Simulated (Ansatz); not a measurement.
# Y2SiSe: further runs on a relaxed guess

Aim: for this structure of Y2SiSe, see whether it has a gap, which orbitals make up the states near it and how charge is shared.

Computed with Ansatz 0.2.0 (DFT PBE, scalar-relativistic, plane waves, PAW, unless a step's input says otherwise).

## Step 1: The structure to begin with

The structure is tetragonal, space group P4mm (No. 99). Conventional cell: a = 5.180 Å, b = 5.180 Å, c = 3.459 Å, α = 90.00°, β = 90.00°, γ = 90.00°. Y (site symmetry 2mm) is surrounded by 4 Se at 2.94 to 3.32 Å and 4 Si at 3.01 to 3.23 Å. Si (site symmetry 4mm) has 8 Y at 3.01 to 3.23 Å in its first shell of neighbours. Se (site symmetry 4mm) is surrounded by 8 Y at 2.94 to 3.32 Å.

Structure file:

```cif
data_structure
_symmetry_space_group_name_H-M 'P 1'
_symmetry_Int_Tables_number 1
_cell_length_a 5.1801
_cell_length_b 5.1801
_cell_length_c 3.4590
_cell_angle_alpha 90.000
_cell_angle_beta 90.000
_cell_angle_gamma 90.000
_cell_volume 92.82
loop_
_atom_site_label
_atom_site_type_symbol
_atom_site_fract_x
_atom_site_fract_y
_atom_site_fract_z
_atom_site_occupancy
Y1 Y 0.50000 0.00000 0.89076 1
Y2 Y 0.00000 0.50000 0.89076 1
Si1 Si 0.50000 0.50000 0.44962 1
Se1 Se 0.00000 0.00000 0.29242 1
```

It is the end of an earlier relaxation with the same method, from a generated guess; it is a trial structure. At a tolerance of 0.05 Å it has space group P4mm (No. 99); it has 23.20 Å³/atom, an uncorrected energy of -0.97 eV/atom over the elements.

## Step 2: Static run: bands, density of states and charges

File input.yaml:

```yaml
crystal:
  lattice:
    - [5.1800961417, 0.0, 0.0]
    - [0.0, 5.1800961417, 0.0]
    - [0.0, 0.0, 3.4590221333]
  atoms:
    - { symbol: "Y", position: [0.5, 0.0, 0.8907645914] }
    - { symbol: "Y", position: [0.0, 0.5, 0.8907645914] }
    - { symbol: Si, position: [0.5, 0.5, 0.4496202972] }
    - { symbol: Se, position: [0.0, 0.0, 0.2924219102] }
basis:
  ecutwfc: 420
kpoints:
  mp_grid: { grid: [10, 10, 14] }
  band_path:
    path:
      - [[0.0, 0.0, 0.0], [0.0, 0.5, 0.0], [0.5, 0.5, 0.0], [0.0, 0.0, 0.0], [0.0, 0.0, 0.5], [0.0, 0.5, 0.5], [0.5, 0.5, 0.5], [0.0, 0.0, 0.5]]
      - [[0.0, 0.5, 0.0], [0.0, 0.5, 0.5]]
      - [[0.5, 0.5, 0.0], [0.5, 0.5, 0.5]]
    npoints: 14
hamiltonian:
  xc: pbe
scf:
  occupations: { method: gaussian, width: 0.1 }
  n_extra_bands: 10
output:
  forces: true
  stress: true
  eigenvalues: true
  populations: true
  dos: { projected: true, de: 0.02, nscf_kmesh: { grid: [12, 12, 17] } }
  bader: true
  write_density: true
  write_potential: true
  elf: true
  volumetric_format: npy
```

Started as:

```bash
> ansatz run input.yaml --threads 1 --pin off --max-ram 2560MiB --backend cpu --events-out ev --progress --plain --runs-dir out
```

**Question.** What will these runs give? Wanted: gap; states at the Fermi level; Bader charges.

As calculated:

| quantity | value |
| --- | --- |
| gap | none (metal) |
| states at the Fermi level | 2.01 per eV per cell |
| Bader charges | Y +1.51, Si -1.66, Se -1.37 e |

It comes out metallic. Of the projected weight within 0.25 eV of the Fermi level, the largest part is Y 4d (78 %). Bader charges reach 1.7 e, so charge transfer in this metal is strong.
